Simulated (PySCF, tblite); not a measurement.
# C3H11Si3 radical: geometry, infrared bands and EPR parameters

Aim: predict the infrared bands and EPR parameters of C3H11Si3 radical (`[SiH3]/C=C\[SiH]C[SiH3]`).

The runs use tblite 0.8.0 and PySCF 2.14.0, with density-fitted response routines of our own; the level of theory stands in each step. All values are computed, except where a source is named. Atoms are numbered from 0 throughout.

## 1. Starting geometry

17 atoms, charge 0, multiplicity 2; geometry from: force field or distance geometry start.

Bonds of the start (Å): Si0–C1 1.84, C1–C2 1.35, C2–Si3 1.83, Si3–C4 1.86, C4–Si5 1.84, Si0–H6 1.49, Si0–H7 1.49, Si0–H8 1.48, C1–H9 1.08, C2–H10 1.09, Si3–H11 1.47, C4–H12 1.09, C4–H13 1.08, Si5–H14 1.49, Si5–H15 1.49, Si5–H16 1.49.

## 2. Relaxing the molecule with GFN2-xTB

Job settings and geometry (Å):

```
{"job": {"kind": "relax", "xc": "GFN2-xTB", "basis": "xTB"}, "charge": 0, "multiplicity": 2}
Si    -2.581000     0.205900     1.256700
C     -2.317600     0.101600    -0.565000
C     -1.192700     0.275000    -1.285500
Si     0.503000     0.722900    -0.770000
C      1.432400    -0.760400    -0.140200
Si     2.898300    -0.092600     0.745600
H     -3.983900    -0.176200     1.574500
H     -2.335700     1.603000     1.720100
H     -1.641600    -0.696700     1.966000
H     -3.234600    -0.161500    -1.073300
H     -1.278600     0.158500    -2.369300
H      1.204400     1.334500    -1.907000
H      1.730400    -1.404900    -0.966400
H      0.820900    -1.360300     0.525400
H      3.788400     0.691100    -0.153400
H      3.692800    -1.211700     1.324800
H      2.488200     0.783900     1.880300
```

The run is started by

```
$ OMP_NUM_THREADS=1 python probes_run.py task.json out
```

The driver reads the jobs from task.json and runs them one after another.

The log of the run:

```text
step      E/eV     max force
  0    -465.16185    2.046
  1    -465.24860    0.762
  2    -465.27934    0.467
  3    -465.29239    0.332
  4    -465.30512    0.312
  5    -465.31982    0.287
  6    -465.33289    0.354
  7    -465.34336    0.216
  8    -465.34953    0.165
  9    -465.35457    0.219
 10    -465.36034    0.247
 11    -465.36737    0.217
 12    -465.37367    0.169
 13    -465.37754    0.166
 14    -465.38035    0.143
 15    -465.38360    0.144
 16    -465.38752    0.165
 17    -465.39116    0.128
 18    -465.39377    0.112
 19    -465.39582    0.117
 20    -465.39836    0.138
 21    -465.40183    0.174
 22    -465.40504    0.127
 23    -465.40708    0.090
 24    -465.40866    0.104
 25    -465.41078    0.139
 26    -465.41354    0.172
 27    -465.41623    0.130
 28    -465.41822    0.108
 29    -465.41983    0.124
 30    -465.42178    0.132
 31    -465.42437    0.142
 32    -465.42717    0.137
 33    -465.42997    0.140
 34    -465.43335    0.170
 35    -465.43843    0.231
 36    -465.44477    0.251
 37    -465.45068    0.179
 38    -465.45573    0.146
 39    -465.45864    0.142
 40    -465.46160    0.157
 41    -465.46580    0.153
 42    -465.46992    0.165
 43    -465.47346    0.124
 44    -465.47580    0.107
 45    -465.47772    0.178
 46    -465.47946    0.120
 47    -465.48258    0.107
 48    -465.48368    0.100
 49    -465.48533    0.095
 50    -465.48713    0.098
 51    -465.48973    0.106
 52    -465.49240    0.131
 53    -465.49529    0.137
 54    -465.49837    0.137
 55    -465.50204    0.120
 56    -465.50641    0.170
 57    -465.51088    0.184
 58    -465.51440    0.172
 59    -465.51616    0.178
 60    -465.51982    0.118
 61    -465.52212    0.107
 62    -465.52350    0.111
 63    -465.52468    0.123
 64    -465.52689    0.131
 65    -465.53106    0.142
 66    -465.53616    0.148
 67    -465.54067    0.129
 68    -465.54381    0.118
 69    -465.54647    0.132
 70    -465.54912    0.153
 71    -465.55272    0.233
 72    -465.55680    0.184
 73    -465.56180    0.153
 74    -465.56411    0.095
 75    -465.56663    0.093
 76    -465.56887    0.122
 77    -465.57091    0.138
 78    -465.57335    0.120
 79    -465.57546    0.114
 80    -465.57712    0.089
 81    -465.57826    0.097
 82    -465.57929    0.070
 83    -465.58000    0.052
 84    -465.58048    0.048
 85    -465.58102    0.056
 86    -465.58180    0.082
 87    -465.58258    0.072
 88    -465.58302    0.036
 89    -465.58321    0.032
 90    -465.58337    0.030
 91    -465.58360    0.040
 92    -465.58390    0.041
 93    -465.58420    0.046
 94    -465.58447    0.055
 95    -465.58478    0.054
 96    -465.58526    0.062
 97    -465.58594    0.066
 98    -465.58667    0.069
 99    -465.58727    0.053
100    -465.58777    0.058
101    -465.58834    0.058
102    -465.58914    0.068
103    -465.59026    0.095
104    -465.59152    0.104
105    -465.59260    0.079
106    -465.59329    0.060
107    -465.59364    0.052
108    -465.59397    0.041
109    -465.59468    0.053
110    -465.59577    0.089
111    -465.59709    0.100
112    -465.59801    0.059
113    -465.59851    0.047
114    -465.59891    0.063
115    -465.59938    0.069
116    -465.59992    0.053
117    -465.60046    0.046
118    -465.60080    0.038
119    -465.60113    0.043
120    -465.60141    0.039
121    -465.60179    0.034
122    -465.60212    0.040
123    -465.60251    0.046
124    -465.60279    0.037
125    -465.60305    0.030
126    -465.60323    0.029
127    -465.60335    0.022
128    -465.60341    0.015
129    -465.60345    0.015
130    -465.60350    0.017
131    -465.60356    0.025
132    -465.60365    0.030
133    -465.60376    0.027
134    -465.60386    0.015
135    -465.60392    0.017
136    -465.60398    0.015
137    -465.60405    0.020
138    -465.60417    0.027
139    -465.60433    0.031
140    -465.60451    0.041
141    -465.60468    0.036
142    -465.60486    0.027
143    -465.60503    0.025
144    -465.60518    0.022
145    -465.60529    0.024
146    -465.60536    0.018
147    -465.60540    0.012
148    -465.60543    0.010
149    -465.60546    0.010
150    -465.60548    0.013
151    -465.60552    0.014
152    -465.60558    0.020
153    -465.60566    0.021
154    -465.60573    0.020
155    -465.60579    0.021
156    -465.60586    0.023
157    -465.60600    0.036
158    -465.60626    0.057
159    -465.60669    0.074
160    -465.60719    0.070
161    -465.60761    0.055
162    -465.60799    0.048
163    -465.60831    0.051
164    -465.60876    0.053
165    -465.60927    0.059
166    -465.60982    0.071
167    -465.61024    0.072
168    -465.61061    0.051
169    -465.61087    0.033
170    -465.61102    0.025
171    -465.61110    0.023
172    -465.61123    0.029
173    -465.61137    0.030
174    -465.61151    0.023
175    -465.61163    0.029
176    -465.61172    0.021
177    -465.61179    0.017
178    -465.61184    0.014
179    -465.61188    0.016
180    -465.61190    0.014
181    -465.61192    0.011
182    -465.61194    0.009
```

Run time: 1.2 s. Hardware: 1 thread of Arm Neoverse V2, shared host.

Along the way: (not every step is listed)

| step | energy from step 0 (eV) | largest force (eV/Å) |
| --- | --- | --- |
| 0 | 0.0000 | 2.0456 |
| 1 | -0.0867 | 0.7620 |
| 2 | -0.1175 | 0.4665 |
| 3 | -0.1305 | 0.3316 |
| 4 | -0.1433 | 0.3119 |
| 5 | -0.1580 | 0.2871 |
| 6 | -0.1710 | 0.3539 |
| 7 | -0.1815 | 0.2161 |
| 8 | -0.1877 | 0.1650 |
| 24 | -0.2468 | 0.1037 |
| 40 | -0.2997 | 0.1566 |
| 56 | -0.3446 | 0.1696 |
| 72 | -0.3949 | 0.1842 |
| 88 | -0.4212 | 0.0360 |
| 104 | -0.4297 | 0.1039 |
| 120 | -0.4396 | 0.0386 |
| 136 | -0.4421 | 0.0153 |
| 152 | -0.4437 | 0.0197 |
| 168 | -0.4488 | 0.0506 |
| 177 | -0.4499 | 0.0175 |
| 178 | -0.4500 | 0.0140 |
| 179 | -0.4500 | 0.0157 |
| 180 | -0.4500 | 0.0145 |
| 181 | -0.4501 | 0.0109 |
| 182 | -0.4501 | 0.0091 |

Distances of close pairs at the start and the end, largest changes first:

| bond | before (Å) | after (Å) | change (Å) |
| --- | --- | --- | --- |
| C4–Si5 | 1.838 | 1.907 | +0.069 |
| Si3–C4 | 1.860 | 1.890 | +0.029 |
| Si5–H16 | 1.491 | 1.462 | -0.029 |
| Si5–H15 | 1.490 | 1.465 | -0.024 |
| Si0–H6 | 1.488 | 1.466 | -0.023 |
| Si5–H14 | 1.488 | 1.467 | -0.022 |
| C1–C2 | 1.347 | 1.368 | +0.021 |
| Si0–H7 | 1.492 | 1.473 | -0.019 |

The final coordinates are the input of the step that follows.

## 3. Infrared spectrum with GFN2-xTB

Job settings and geometry (Å):

```
{"job": {"kind": "ir", "xc": "GFN2-xTB", "basis": "xTB"}, "charge": 0, "multiplicity": 2}
Si    -2.094481    -0.172085     1.213639
C     -2.235243     0.521122    -0.504764
C     -1.271747     0.566767    -1.474400
Si     0.433713    -0.056318    -1.455281
C      1.371369    -0.898469    -0.047255
Si     2.489620     0.274247     0.958146
H     -3.352548     0.079522     1.922012
H     -0.990373     0.441038     1.972226
H     -1.851885    -1.627486     1.209363
H     -3.197195     0.946203    -0.769721
H     -1.553765     1.013969    -2.425919
H      1.262407     0.268739    -2.612772
H      1.984552    -1.704599    -0.454937
H      0.655241    -1.363697     0.628143
H      3.503949     0.833875     0.058874
H      3.158497    -0.467775     2.030090
H      1.680891     1.356978     1.515761
```

The log of the run:

```text
mode    cm-1     km/mol
  1      39.4      0.38
  2      53.1      0.34
  3      96.2      0.14
  4     128.7      0.75
  5     139.1      0.42
  6     161.9      0.81
  7     177.8      5.12
  8     207.5      7.27
  9     297.0      0.32
 10     434.3      6.22
 11     491.0     23.72
 12     507.3     23.69
 13     527.7     53.83
 14     567.3    125.78
 15     600.6     40.06
 16     628.3     75.04
 17     662.7     31.12
 18     712.6     72.81
 19     738.3     66.80
 20     777.4     82.93
 21     784.7     75.27
 22     787.4    208.59
 23     796.9    232.60
 24     800.7    385.47
 25     816.1    578.05
 26     826.6    108.42
 27     838.1     12.92
 28     908.1     62.88
 29    1023.7      2.87
 30    1129.0     82.19
 31    1198.5      9.86
 32    1337.5      3.18
 33    1437.2     80.50
 34    1439.6    240.20
 35    2134.0    373.99
 36    2162.5    201.16
 37    2235.6    555.63
 38    2237.7    145.52
 39    2249.2    276.46
 40    2277.8    202.17
 41    2285.7    372.83
 42    2956.8     20.74
 43    2960.7     35.37
 44    3002.3     15.67
 45    3013.6     56.11
```

Run time: 0.58 s. Hardware: 1 thread of Arm Neoverse V2, shared host.

The strongest bands and the atoms that carry them (share of the mass-weighted mode):

| cm⁻¹ | km/mol | atoms |
| --- | --- | --- |
| 797 | 232.6 | H14 37 %, H15 37 % |
| 801 | 385.5 | H6 27 %, H16 15 %, H14 15 %, H7 12 % |
| 816 | 578.0 | H6 26 %, Si0 19 %, H8 17 %, H7 13 % |
| 1440 | 240.2 | C2 35 %, C1 35 %, H13 13 %, H12 12 % |
| 2134 | 374.0 | H8 83 %, H7 13 % |
| 2236 | 555.6 | H6 87 % |
| 2249 | 276.5 | H15 90 % |
| 2286 | 372.8 | H11 91 % |

## 4. EPR parameters: B3LYP/pcH-1

Settings changed since step 3:

```diff
@@ -1,2 +1,2 @@
-{"job": {"kind": "ir", "xc": "GFN2-xTB", "basis": "xTB"}, "charge": 0, "multiplicity": 2}
+{"job": {"kind": "epr", "basis": "pcH-1"}, "charge": 0, "multiplicity": 2}
 Si    -2.094481    -0.172085     1.213639
```

Method: UKS B3LYP, pcH-1 on C H Si, non-relativistic, mean-field spin-orbit, GIAO.

The log of the run:

```text
UKS, coarse grid
  cycle   1  E = -989.30316302  |g| = 4.21e-01
  cycle   2  E = -989.14179402  |g| = 6.46e-01
  cycle   3  E = -989.38768192  |g| = 1.01e-01
  cycle   4  E = -989.39275754  |g| = 5.81e-02
  cycle   5  E = -989.39477958  |g| = 1.31e-02
  cycle   6  E = -989.39492874  |g| = 6.73e-03
  cycle   7  E = -989.39496343  |g| = 3.82e-03
  cycle   8  E = -989.39497967  |g| = 9.29e-04
  cycle   9  E = -989.39498057  |g| = 2.97e-04
UKS, final grid
  cycle   1  E = -989.39494300  |g| = 2.19e-04
  cycle   2  E = -989.39494304  |g| = 2.52e-04
  cycle   3  E = -989.39494308  |g| = 7.67e-05
  cycle   4  E = -989.39494309  |g| = 5.34e-05
  cycle   5  E = -989.39494310  |g| = 1.21e-05
E = -989.39494310 Eh   <S^2> = 0.7677 (exact 0.7500)
g shifts (ppm)      1          2          3
  rmc          -126       -126       -126
  gc             -2         20         25
  oz_so        -118       1102       2060
  total        -246        996       1959
hyperfine (MHz)  atom isotope    a_iso     a_fc   dipolar eigenvalues
    0  29Si      19.27      19.29     -1.04     -0.70      1.74
    1   13C      34.07      34.16    -31.30    -29.98     61.28
    2   13C     -35.06     -35.05    -19.23      7.15     12.07
    3  29Si    -133.00    -133.99   -151.14     74.93     76.20
    4   13C      -8.28      -8.32     -2.45     -1.30      3.75
    5  29Si     -61.83     -61.87     -5.38      2.25      3.13
    6    1H      -0.43      -0.43     -1.60     -1.28      2.88
    7    1H      17.83      17.83     -1.61     -0.66      2.27
    8    1H      22.83      22.83     -1.50     -0.73      2.23
    9    1H     -26.40     -26.40    -15.22     -0.05     15.27
   10    1H       6.23       6.24     -3.50     -2.31      5.81
   11    1H     -40.43     -40.45    -10.42      3.82      6.60
   12    1H      25.82      25.82     -2.44     -1.68      4.12
   13    1H       7.66       7.65     -1.98     -1.30      3.29
   14    1H      -0.76      -0.76     -1.52     -0.81      2.33
   15    1H      16.83      16.84     -0.85     -0.66      1.52
   16    1H      -0.56      -0.56     -1.59     -0.80      2.39
```

Wall time 85 s (1 thread of Arm Neoverse V2, shared host); peak memory 0.96 GiB.

Principal g values 2.00207, 2.00331, 2.00428; g(iso) = 2.00322, against 2.00232 for a free electron.

Mean a(iso) over the nuclei that a row names, and the largest dipolar term of the row (other rows stand at the frozen geometry):

| nuclei | isotope | a(iso) (MHz) | a(iso) (G, at g = 2.0023) | largest dipolar term (MHz) |
| --- | --- | --- | --- | --- |
| Si3 | 29Si | -133.0 | -47.5 | -151.1 |
| Si5 | 29Si | -61.8 | -22.1 | -5.4 |
| H11 | 1H | -40.4 | -14.4 | -10.4 |
| C2 | 13C | -35.1 | -12.5 | -19.2 |
| C1 | 13C | 34.1 | 12.2 | 61.3 |
| H9 | 1H | -26.4 | -9.4 | 15.3 |
| Si0 | 29Si | 19.3 | 6.9 | 1.7 |
| H12, H13 | 1H | 16.7 | 6.0 | 4.1 |
| H6, H7, H8 | 1H | 13.4 | 4.8 | 2.9 |
| C4 | 13C | -8.3 | -3.0 | 3.7 |
| H10 | 1H | 6.2 | 2.2 | 5.8 |
| H14, H15, H16 | 1H | 5.2 | 1.8 | 2.4 |

Mulliken spin populations:

Si0 -0.01; C1 0.41; C2 -0.19; Si3 0.83; C4 -0.04; Si5 0.02; H6 0.00; H7 0.01; H8 0.01; H9 -0.02; H10 0.00; H11 -0.04; H12 0.01; H13 0.00; H14 0.00; H15 0.01; H16 0.00

In first order the couplings over 0.8 MHz of 1H give 376 distinct lines over 57.9 G, if the averaged nuclei exchange fast.

The fields below are evaluated on a grid from the run's orbitals.

ELF in a plane through or near 7 of the atoms.

Ten even steps from '0' (0.00) to '9' (1.00):
```
0000000000000000000000000000
0000000000000000000000000000
0000000001465100000000000000
0000000027999500179720000000
0000000028999600699960000000
0000000006999511799940000000
0000231001575257678500000000
0004999300253279427449971000
0016999831245566586289993000
0003899414532100155179960000
0000143671420000269951000000
0000378130310037721133100000
0004999952200299940199994000
0006999961000599983899996000
0001799820000399952699993000
0000145300000156410289960000
0000000000000000000012100000
0000000000000000000000000000
0000000000000000000000000000
0000000000000000000000000000
```
The map spans 12.0 Å across and 10.9 Å up, centred on the molecule. Atoms in the plane (x, y in Å): C1 (2.3, 0.5), C2 (1.4, 1.5), Si5 (-2.5, -0.6), H6 (3.2, -2.1), H7 (0.9, -1.8), H9 (3.3, 0.7), H10 (1.8, 2.5).

log10 of the density (e/Å³) in the same plane.

Ten even steps from '0' (-4.0) to '9' (1.5):
```
0000000000000000000000000000
0000000001111110000000000000
0000000012333222222210000000
0000000123444433344331000000
0000001234566544566542100000
0000112234566555677643210000
0011233334566666777654321000
0012344444556667787665542100
0123456655555566677877643100
0123466666655544567776543100
0123456997654444567765432100
0123456786654445667665432100
0123567665544456777666543100
0123456554433456666677543200
0012344433222345555555432100
0001223322112233434444332100
0000111110000112222222211000
0000000000000000001111000000
0000000000000000000000000000
0000000000000000000000000000
```
The map spans 12.0 Å across and 10.9 Å up, centred on the molecule. Atoms in the plane (x, y in Å): C1 (2.3, 0.5), C2 (1.4, 1.5), Si5 (-2.5, -0.6), H6 (3.2, -2.1), H7 (0.9, -1.8), H9 (3.3, 0.7), H10 (1.8, 2.5).

On the surface of density 0.002 e/bohr³ the electrostatic potential runs, from the 1st to the 99th percentile, from -0.62 V near C2 to 1.06 V near H12.

The spin density lies nearest to Si3 40 %; C1 23 %; H11 10 %; C2 10 % (beta excess).

## 5. What came out

| quantity | value |
| --- | --- |
| strongest single infrared mode (GFN2-xTB) | 816 cm⁻¹, 578 km/mol |
| zero-point energy (GFN2-xTB) | 70.9 kcal/mol |
| g(iso) (B3LYP) | 2.00322 |
| ⟨S²⟩ | 0.768 (exact 0.75) |
| largest a(iso) (averaged by class) | 29Si on Si3, -133.0 MHz |
| surface potential, 1st and 99th percentile | -0.62 V and 1.06 V |

**Reading.** Relaxing lowered the energy by 0.450 eV in 182 steps; the close pair that moved most is C4–Si5, from 1.838 to 1.907 Å. No mode is imaginary among the 45: a minimum at this level. The strongest single mode, at 816 cm⁻¹, is spread over several atoms, H6, Si0, H8, H7 among them. GFN2-xTB is a fitted tight-binding method: band positions and strengths are rough. Its intensities can rank the bands wrongly. Si3 carries the largest spin population, 0.83 e. The isotropic g lies 0.9 ppt above the free-electron value.
